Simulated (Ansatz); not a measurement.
**GeNH₃ (singlet): from Hartree-Fock to the top rungs at distance Ge1–H4 = 1.529 Å, cc-pVDZ**

An exercise on one series of results from a longer session: the logs are not shown, and one member is left open.

The runs use Ansatz 0.2.0, Gaussian basis; cc-pVDZ, core rule «outside noble gas», up to 15 orbitals frozen.

To be run: UHF; CCSD(T) on RHF; CCSD(T) on UHF; BCCD(T) on RHF; CISD; CCSDT(Q) on RHF; CCSDT(Q) on UHF; CASSCF and MRCISD+Q, 2 electrons in 2 orbitals; CASSCF and NEVPT2, 2 electrons in 2 orbitals.

16 further runs of the same task are left out: 1 for a mislabelled method, 11 that didn't finish, 4 set aside as unsound or not needed.

### What is computed

The geometry derives from a PBE0/def2-TZVP stationary point (not a proven minimum). One bond is set to the value named and the two fragments are kept rigid. No spin-orbit coupling is included. The filled d shell of Ge may be among the frozen orbitals whatever the setting's name suggests; the logs give the count.

5 atoms, charge 0, spin multiplicity 1.

Atoms are counted from 1 here; the program's logs count them from 0.

Bond lengths: Ge1–N2 1.703 Å, Ge1–H3 1.543 Å, Ge1–H4 1.529 Å, N2–H5 1.020 Å. Angles: N2–Ge1–H3 128.8°, N2–Ge1–H4 117.8°, H3–Ge1–H4 113.4°, Ge1–N2–H5 110.9°.

Coordinates:

| atom | x (Å) | y (Å) | z (Å) |
| --- | --- | --- | --- |
| Ge1 | 0.0000 | 0.0136 | 0.2703 |
| N2 | 0.0000 | -0.1285 | -1.4273 |
| H3 | 0.0000 | 1.2926 | 1.1326 |
| H4 | 0.0000 | -1.2745 | 1.0940 |
| H5 | 0.0000 | 0.7906 | -1.8701 |

Set-up of the first run:

in.yaml

```yaml
crystal:
  periodic: [false, false, false]
  atoms:
    - {symbol: Ge, position_ang: [0.000000, 0.013551, 0.270262]}
    - {symbol: N, position_ang: [0.000000, -0.128473, -1.427255]}
    - {symbol: H, position_ang: [0.000000, 1.292635, 1.132552]}
    - {symbol: H, position_ang: [0.000000, -1.274515, 1.094008]}
    - {symbol: H, position_ang: [0.000000, 0.790573, -1.870085]}
basis:
  gaussian: {orbitals: cc-pVDZ}
magnetization: {spin_polarized: true, initial_magnetization: 0}
hamiltonian: {xc: hf}
output: {orbitals: {seedname: orbitals}}
```

Command:

```console
$ ansatz run in.yaml --threads 1 --pin off --events-out ev --progress --plain --max-ram 2393MiB
```

Among the steps run: UHF; CCSD(T) on RHF; CCSD(T) on UHF; BCCD(T) on RHF; CISD; CCSDT(Q) on RHF; CCSDT(Q) on UHF; CASSCF and MRCISD+Q, 2 electrons in 2 orbitals; CASSCF and NEVPT2, 2 electrons in 2 orbitals.

One table of the session follows, with a row left open; its other results are not shown here.

| method | from RCCSDT(Q) (meV) |
| --- | --- |
| RHF | +8520.6 |
| UHF | +8363.3 |
| RMP2 | +934.8 |
| RCCSD | +379.3 |
| RCCSD(T) | +57.5 |
| BCCD(T) | +60.3 |
| RCCSDT | +38.7 |
| RCCSDT(Q) | 0 |
| CASSCF pair | +7645.8 |
| NEVPT2 pair | +952.7 |
| MRCISD pair | +870.8 |
| MRCISD+Q pair | ? |

Q: Estimate the row for MRCISD+Q pair from the others.

**Answer.** from RCCSDT(Q) (meV): +159.6. In the column «from RCCSDT(Q) (meV)» it lies between BCCD(T) (+60.3) and RCCSD (+379.3).

Not comparable, so not listed: CCSD(T) on UHF; CCSDT(Q) on UHF (they don't share determinant, frozen orbitals or solution with the rows shown, or repeat one).

Limits of these values: Warnings: restricted reference is unstable; spin contamination; large T1 diagnostic.
